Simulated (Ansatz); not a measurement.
**CH5AlGeO: a ladder of functionals and wavefunction methods**

How much do the methods differ for CH5AlGeO? The plan is to run it at one geometry with functionals of several rungs and with coupled cluster, and see how far each lands from CCSD(T) at the basis-set limit for the atomisation energy.

Computed with Ansatz 0.2.0, Gaussian basis. Level: functionals in def2-TZVPP, the program's frozen cores in correlated methods.

Plan: LDA (SPW92), PBE-D4, revPBE-D4, BLYP-D4, r2SCAN-D4, B97M-V, PBE0-D4, B3LYP-D4, r2SCANh-D4, r2SCAN0-D4, HSE06-D4, BHLYP-D4, CAM-B3LYP-D4, LC-ωPBE, ωB97X-V, ωB97M-V, B2PLYP, PBE-QIDH; CCSD(T)/def2-SVP; CCSD(T)/def2-TZVPP; MP2/def2-QZVPP; extrapolation to the limit; RPA on PBE.

### 1 Structure used throughout

An earlier PBE0-D4 in a triple-zeta def2 set relaxation fixed the geometry.

9 atoms, charge 0, spin multiplicity 1.

Atoms are counted from 1 here; the program's logs count them from 0.

Bond lengths: O1–C2 1.199 Å, C2–Ge3 2.013 Å, C2–H5 1.116 Å, Ge3–Al4 2.482 Å, Ge3–H6 1.538 Å, Ge3–H7 1.545 Å, Al4–H8 1.586 Å, Al4–H9 1.585 Å. Angles: O1–C2–Ge3 123.2°, O1–C2–H5 120.0°, Ge3–C2–H5 116.8°, C2–Ge3–Al4 109.4°, C2–Ge3–H6 106.9°, C2–Ge3–H7 105.8°, Al4–Ge3–H6 114.6°, Al4–Ge3–H7 111.2°, H6–Ge3–H7 108.5°, Ge3–Al4–H8 118.5°, Ge3–Al4–H9 121.0°, H8–Al4–H9 120.5°.

As a file:

```xyz
9
CH5AlGeO
O    -0.5599    0.9337   -2.3837
C     0.2881    0.3669   -1.7535
Ge    0.5480    0.6265    0.2252
Al   -0.8496   -1.0102    1.4613
H     0.9624   -0.3662   -2.2571
H     0.2293    2.1001    0.5288
H     2.0520    0.3855    0.4862
H    -0.7033   -2.5494    1.1074
H    -1.8786   -0.5331    2.5682
```

### 2 LDA

This LDA is Slater exchange with PW92 correlation.

in.yaml reads:

```yaml
crystal:
  periodic: [false, false, false]
  atoms:
    - {symbol: O, position_ang: [-0.559881, 0.933657, -2.383694]}
    - {symbol: C, position_ang: [0.288095, 0.366939, -1.753473]}
    - {symbol: Ge, position_ang: [0.548026, 0.626486, 0.225247]}
    - {symbol: Al, position_ang: [-0.849626, -1.010151, 1.461251]}
    - {symbol: H, position_ang: [0.962364, -0.366153, -2.257134]}
    - {symbol: H, position_ang: [0.229284, 2.100090, 0.528773]}
    - {symbol: H, position_ang: [2.051969, 0.385475, 0.486233]}
    - {symbol: H, position_ang: [-0.703270, -2.549413, 1.107381]}
    - {symbol: H, position_ang: [-1.878561, -0.533130, 2.568215]}
basis:
  gaussian: {orbitals: def2-TZVPP}
hamiltonian: {xc: lda}
output: {orbitals: {seedname: orbitals}}
```

After this run come: PBE-D4 (GGA); revPBE-D4 (GGA); BLYP-D4 (GGA); r2SCAN-D4 (meta-GGA); B97M-V (meta-GGA); PBE0-D4 (hybrid); B3LYP-D4 (hybrid); r2SCANh-D4 (hybrid); r2SCAN0-D4 (hybrid); HSE06-D4 (hybrid); BHLYP-D4 (hybrid); CAM-B3LYP-D4 (range-separated); LC-ωPBE (range-separated); ωB97X-V (range-separated); ωB97M-V (range-separated); B2PLYP (double hybrid); PBE-QIDH (double hybrid); CCSD(T) in def2-SVP; CCSD(T) in def2-TZVPP; MP2 in def2-QZVPP; RPA on PBE orbitals.

**Question.** What will the summary of the whole plan be? Wanted: atomisation energy, CCSD(T)/CBS; farthest beyond LDA; mean size of error, GGA; mean size of error, meta-GGA; mean size of error, hybrid; mean size of error, range-separated; mean size of error, double hybrid; gap, smallest and largest; T1 diagnostic.

**Answer**, as computed:

```
                               quantity                                                                     value
        atomisation energy, CCSD(T)/CBS                                                             2767.0 kJ/mol
 functionals within 27.7 kJ/mol (1.0 %)  BLYP-D4, r2SCAN-D4, B3LYP-D4, r2SCANh-D4, CAM-B3LYP-D4, ωB97X-V, ωB97M-V
                    farthest beyond LDA                                                  BHLYP-D4 (-107.0 kJ/mol)
                mean size of error, GGA                                                               26.8 kJ/mol
           mean size of error, meta-GGA                                                               20.0 kJ/mol
             mean size of error, hybrid                                                               43.0 kJ/mol
    mean size of error, range-separated                                                               15.8 kJ/mol
      mean size of error, double hybrid                                                               45.7 kJ/mol
              gap, smallest and largest                                  2.38 eV (LDA (SPW92)), 9.06 eV (LC-ωPBE)
                          T1 diagnostic                                                                    0.0151
triples share of the correlation energy                                                                     3.8 %
```

What this shows: The LDA atomisation energy is off by 395.4 kJ/mol (14 %): it overbinds. PBE-D4 misses by +30.2 kJ/mol. Double hybrids carry the basis error of their MP2 part in triple zeta, and no dispersion term here, so their miss is partly the set-up's. The rungs range-separated, meta-GGA, GGA miss on average by less than the doubt on the reference (27.7 kJ/mol), so they tie. The reference freezes the cores and leaves out relativity and excitations past (T), and its outer-core shells are covered unevenly, so misses under about 27.7 kJ/mol can't be ranked. Hartree-Fock recovers 70 % of the binding; the rest is correlation. CCSD(T) in def2-SVP is off by -165.6 kJ/mol, worse than the median functional, from the basis alone. Orbital gaps span 2.4 to 9.1 eV; exact exchange widens them. Correlated methods include outer-core shells of Ge, which these sets cover unevenly.
